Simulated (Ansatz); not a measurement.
**Si2NH7 (SMILES [SiH3]N[SiH3]) at B2PLYP/6-31G(d) (spherical functions)**

Aim: the electronic atomisation energy of Si2NH7 at B2PLYP/6-31G* (spherical functions), from 4 runs. 

The calculation is run with Ansatz 0.2.0.

52 further runs of the same task are left out: 52 set aside as unsound or not needed.

### Step 1. Starting point

The species is Si2NH7 (10 atoms), meant as a singlet with charge 0. As SMILES, `[SiH3]N[SiH3]`. The shape is that of a PBE0-D4/def2-TZVP optimisation.

Bond lengths: Si1–N2 1.726 Å, N2–Si3 1.726 Å, Si1–H4 1.484 Å, Si1–H5 1.490 Å, Si1–H6 1.488 Å, N2–H7 1.011 Å, Si3–H8 1.484 Å, Si3–H9 1.488 Å, Si3–H10 1.490 Å. Some angles: Si1–N2–Si3 128.9°, Si1–N2–H7 115.5°, Si3–N2–H7 115.5°, N2–Si1–H4 107.4°, N2–Si1–H5 112.6°, N2–Si1–H6 110.9°, N2–Si3–H8 107.4°, N2–Si3–H9 110.9°, N2–Si3–H10 112.6°, H4–Si1–H5 109.0°.

### Step 2. The energy at B2PLYP/6-31G(d) (spherical functions)

File molecule.yaml:

```yaml
crystal:
  periodic: [false, false, false]
  atoms:
    - {symbol: Si, position_ang: [-1.042800, 0.758390, -0.879990]}
    - {symbol: "N", position_ang: [0.119990, 0.500410, 0.368670]}
    - {symbol: Si, position_ang: [0.995830, -0.935260, 0.755390]}
    - {symbol: H, position_ang: [-1.373610, -0.567260, -1.458240]}
    - {symbol: H, position_ang: [-0.532280, 1.645360, -1.962590]}
    - {symbol: H, position_ang: [-2.274280, 1.393560, -0.336440]}
    - {symbol: H, position_ang: [0.361990, 1.317290, 0.912940]}
    - {symbol: H, position_ang: [0.403090, -2.042290, -0.034740]}
    - {symbol: H, position_ang: [0.897240, -1.243020, 2.208320]}
    - {symbol: H, position_ang: [2.444830, -0.827180, 0.426680]}
basis:
  gaussian: {orbitals: 6-31G_st_-spherical.json}
hamiltonian: {xc: {name: B2PLYP}}
correlation: {frozen_orbitals: {H: 0, "N": 1, Si: 5}}
accuracy: high
output: {orbitals: {seedname: orbitals}}
```

The basis set 6-31G* is read from a file made from the Basis Set Exchange's data (not shown).

On the command line:

```console
ansatz run molecule.yaml --threads 1 --pin off --max-ram 3480MiB --events-out events.jsonl --progress --plain --runs-dir runs
```

The program printed:

```text
Warning: RAYON_NUM_THREADS=1 ignored (pool sized by the plan → 1); use --threads N
Functional definition: B2PLYP
  name "B2PLYP"
  parameter a = 0.53
  parameter c = 0.27
  exchange = (1 - a)*b88_x + a*exact_x
  correlation = (1 - c)*lyp_c + c*(mp2_os + mp2_ss)
1509 factors; integrals over basis functions are off by at most 3.5e-9 eV
mean field evaluation 1: about -17343.2615 eV, gradient 4.1e1 eV
mean field evaluation 2: about -17343.3376 eV, gradient 4.1e1 eV
mean field evaluation 4: about -17346.7041 eV, gradient 2.4e0 eV
mean field evaluation 8: about -17346.7231 eV, gradient 4.7e-2 eV
mean field evaluation 16: about -17346.7231 eV, gradient 1.4e-6 eV
mean field -17346.72308336 eV, -637.4803152823 hartree, gradient 7.9e-8 eV, S^2 0.000000; 0 other end points of the search recorded, 0 dependent functions left out
11 core orbitals not correlated: weight in the atoms' cores, before any rotation towards them, 1.000 or more for the frozen orbitals, at most 0.000 for the correlated occupied ones
reference -17346.72311153 eV, -637.4803163175 hartree; 10, 10 occupied and 43, 43 virtual orbitals, 1509 factors
second order -10.75914259 eV of doubles, -0.00000000 eV of singles
Total energy: -17349.62808003 eV, -637.5870719409 hartree
```

Run time: 4.2 s. Hardware: 1 thread of Intel Xeon 6975P-C (Granite Rapids), shared host; peak memory 0.21 GiB.

### Step 3. The H atom

File input.yaml:

```yaml
crystal:
  periodic: [false, false, false]
  atoms:
    - {symbol: H, position_ang: [0.000000, 0.000000, 0.000000]}
basis:
  gaussian:
    orbitals: "6-31G*"
magnetization:
  spin_polarized: true
  initial_magnetization: 1
hamiltonian:
  xc: {name: B2PLYP}
correlation:
  frozen_orbitals: {H: 0}
accuracy: high
```

Run the same way, it converges to -0.49692 Eh (log not shown).

### Step 4. The N atom at the same level

File job.yaml:

```yaml
crystal:
  periodic: [false, false, false]
  atoms:
    - {symbol: N, position_ang: [0.000000, 0.000000, 0.000000]}
basis:
  gaussian:
    orbitals: 6-31G_st_-spherical.json
magnetization:
  spin_polarized: true
  initial_magnetization: 3
hamiltonian:
  xc: {name: B2PLYP}
correlation:
  frozen_orbitals: {"N": 1}
accuracy: high
```

The basis set 6-31G* is read from a file made from the Basis Set Exchange's data (not shown).

On the command line:

```console
ansatz run job.yaml --threads 1 --pin off --max-ram 3480MiB --events-out events.jsonl --progress --plain --runs-dir runs
```

The program printed:

```text
Warning: RAYON_NUM_THREADS=1 ignored (pool sized by the plan → 1); use --threads N
Functional definition: B2PLYP
  name "B2PLYP"
  parameter a = 0.53
  parameter c = 0.27
  exchange = (1 - a)*b88_x + a*exact_x
  correlation = (1 - c)*lyp_c + c*(mp2_os + mp2_ss)
96 factors; integrals over basis functions are off by at most 1.9e-9 eV
mean field evaluation 1: about -1483.5189 eV, gradient 3.1e0 eV
mean field evaluation 2: about -1483.5190 eV, gradient 3.1e0 eV
mean field evaluation 4: about -1483.5636 eV, gradient 1.7e-1 eV
mean field evaluation 8: about -1483.5638 eV, gradient 4.2e-6 eV
mean field -1483.56378302 eV, -54.5199634304 hartree, gradient 6.7e-9 eV, S^2 3.752904; 0 other end points of the search recorded, 0 dependent functions left out
1 core orbitals not correlated: weight in the atoms' cores, before any rotation towards them, 1.000 or more for the frozen orbitals, at most 0.000 for the correlated occupied ones
reference -1483.56379262 eV, -54.5199637831 hartree; 4, 1 occupied and 9, 12 virtual orbitals, 96 factors
second order -2.26104095 eV of doubles, -0.00000000 eV of singles
Total energy: -1484.17427368 eV, -54.5423985481 hartree
```

Wall time 0.16 s (1 thread of Intel Xeon 6975P-C (Granite Rapids), shared host).

### Step 5. The Si atom

File input.yaml:

```yaml
crystal:
  periodic: [false, false, false]
  atoms:
    - {symbol: Si, position_ang: [0.000000, 0.000000, 0.000000]}
basis:
  gaussian:
    orbitals: 6-31G_st_-spherical.json
magnetization:
  spin_polarized: true
  initial_magnetization: 2
hamiltonian:
  xc: {name: B2PLYP}
correlation:
  frozen_orbitals: {Si: 5}
accuracy: high
```

The basis set 6-31G* is read from a file made from the Basis Set Exchange's data (not shown).

Run the same way, it converges to -289.22727 Eh (log not shown).

### Step 6. Summary of results

Level: B2PLYP/6-31G* (spherical functions), 11 core orbitals frozen.

| quantity | value |
| --- | --- |
| molecule: total energy | -637.58707 Eh |
| molecule: HOMO energy (SCF part's orbitals) | -8.51 eV |
| molecule: LUMO energy (SCF part's orbitals) | 1.60 eV |
| molecule: HOMO–LUMO gap (SCF part's orbitals) | 10.11 eV |
| H atom: total energy | -0.49692 Eh |
| H atom: ⟨S²⟩ | 0.750 |
| N atom: total energy | -54.54240 Eh |
| N atom: ⟨S²⟩ | 3.753 |
| Si atom: total energy | -289.22727 Eh |
| Si atom: ⟨S²⟩ | 2.003 |
| electronic atomisation energy | 30.251 eV |

What this shows: Taking the molecule apart into free atoms costs 30.25 eV (698 kcal/mol), before zero-point energy and without spin-orbit coupling.
